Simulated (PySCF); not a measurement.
# BFH4N2: the cost of one run

The runs use PySCF 2.14.0, with density-fitted response routines of our own; the level of theory stands in each step. All values are computed, except where a source is named. Atoms are numbered from 0 throughout.

## Step 1: The molecule as given

8 atoms, charge 0, multiplicity 1; geometry from: GFN2-xTB. The atoms were then displaced at random by about 0.01 Å, so the start is not that level's minimum.

Bonds of the start (Å): N0–B1 1.43, B1–N2 1.41, B1–F3 1.36, N0–H4 0.99, N0–H5 0.97, N2–H6 1.00, N2–H7 0.98.

## Step 2: Relaxing the molecule at PBE0-D3(BJ)/def2-SVP

Job settings and geometry (Å):

```
{"job": {"xc": "PBE0", "basis": "def2-SVP", "d3": "d3bj", "grid": 1, "shake": 0.01, "kind": "geom"}, "charge": 0, "multiplicity": 1}
N      1.264300    -0.207090     0.063930
B     -0.011060     0.425480    -0.105460
N     -1.255600    -0.228510     0.020920
F      0.007640     1.746320    -0.412180
H      2.096520     0.324100    -0.058020
H      1.368980    -1.144060     0.282230
H     -1.326570    -1.198080     0.258810
H     -2.089080     0.262690    -0.102710
```

Started as:

```console
$ OMP_NUM_THREADS=1 python probes_run.py task.json out
```

The driver reads the jobs from task.json and runs them one after another.

**Question.** How long does this first job take on 1 thread of Arm Neoverse V2, shared host, and how much memory does it need?

About 14 s, with a peak of 0.32 GiB.
